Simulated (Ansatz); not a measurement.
# CH₃FGeS: up Jacob's ladder to CCSD(T)

An exercise on one series of results from a longer session: the logs are not shown, and one member is left open.

Method: functionals in def2-TZVPP, the program's frozen cores in correlated methods; program: Ansatz 0.2.0, Gaussian basis.

Plan: LDA (SPW92), PBE-D4, revPBE-D4, BLYP-D4, r2SCAN-D4, B97M-V, PBE0-D4, B3LYP-D4, r2SCANh-D4, r2SCAN0-D4, HSE06-D4, BHLYP-D4, CAM-B3LYP-D4, LC-ωPBE, ωB97X-V, ωB97M-V, B2PLYP, PBE-QIDH; CCSD(T)/def2-SVP; CCSD(T)/def2-TZVPP; MP2/def2-QZVPP; extrapolation to the limit; RPA on PBE.

**The geometry**

An earlier PBE0-D4 in a triple-zeta def2 set relaxation fixed the geometry.

SMILES `C[S][Ge][F]`, 7 atoms, charge 0, spin multiplicity 1.

Atoms are counted from 1 here; the program's logs count them from 0.

Bond lengths: C1–S2 1.812 Å, C1–H5 1.089 Å, C1–H6 1.089 Å, C1–H7 1.088 Å, S2–Ge3 2.225 Å, Ge3–F4 1.769 Å. Angles: S2–C1–H5 108.4°, S2–C1–H6 108.4°, S2–C1–H7 110.6°, H5–C1–H6 109.4°, H5–C1–H7 110.0°, H6–C1–H7 110.0°, C1–S2–Ge3 106.6°, S2–Ge3–F4 98.8°.

The first run:

Contents of in.yaml:

```yaml
crystal:
  periodic: [false, false, false]
  atoms:
    - {symbol: C, position_ang: [-0.605466, 0.439179, 0.505523]}
    - {symbol: S, position_ang: [-0.887148, -0.729773, -0.850423]}
    - {symbol: Ge, position_ang: [1.120073, -1.369148, -1.566014]}
    - {symbol: F, position_ang: [2.118343, -0.419777, -0.456017]}
    - {symbol: H, position_ang: [-1.068390, 1.389317, 0.242154]}
    - {symbol: H, position_ang: [-1.076688, 0.043570, 1.404337]}
    - {symbol: H, position_ang: [0.460375, 0.578730, 0.674840]}
basis:
  gaussian: {orbitals: def2-TZVPP}
hamiltonian: {xc: lda}
output: {orbitals: {seedname: orbitals}}
```

The run is started by

```
$ ansatz run in.yaml --threads 4 --pin off --events-out ev --progress --plain --max-ram 10444MiB
```

Steps of the session up to this table: LDA; PBE-D4 (GGA); revPBE-D4 (GGA); BLYP-D4 (GGA); r2SCAN-D4 (meta-GGA); B97M-V (meta-GGA); PBE0-D4 (hybrid); B3LYP-D4 (hybrid); r2SCANh-D4 (hybrid); r2SCAN0-D4 (hybrid); HSE06-D4 (hybrid); BHLYP-D4 (hybrid); CAM-B3LYP-D4 (range-separated); LC-ωPBE (range-separated); ωB97X-V (range-separated); ωB97M-V (range-separated); B2PLYP (double hybrid); PBE-QIDH (double hybrid).

One table of the session follows, with a row left open; its other results are not shown here.

It belongs to the step «Frontier levels by functional». 

```
  functional  HOMO (eV)  LUMO (eV)  gap (eV)
 LDA (SPW92)          ?          ?         ?
      PBE-D4      -6.26      -2.91      3.35
   revPBE-D4      -6.20      -2.83      3.38
     BLYP-D4      -6.13      -2.80      3.32
   r2SCAN-D4      -6.55      -2.89      3.66
      B97M-V      -6.53      -2.79      3.74
     PBE0-D4      -7.37      -2.20      5.17
    B3LYP-D4      -7.18      -2.41      4.77
  r2SCANh-D4      -6.95      -2.61      4.34
  r2SCAN0-D4      -7.56      -2.20      5.36
    HSE06-D4      -6.98      -2.58      4.40
    BHLYP-D4      -8.35      -1.40      6.95
CAM-B3LYP-D4      -8.63      -1.21      7.43
     LC-ωPBE      -9.89      -0.13      9.76
     ωB97X-V      -9.57      -0.20      9.38
     ωB97M-V      -9.44      -0.28      9.16
```

Estimate the missing values for LDA (SPW92).

As computed: HOMO (eV): -6.43; LUMO (eV): -3.13; gap (eV): 3.30. In the column «HOMO (eV)» it lies between B97M-V (-6.53) and PBE-D4 (-6.26).
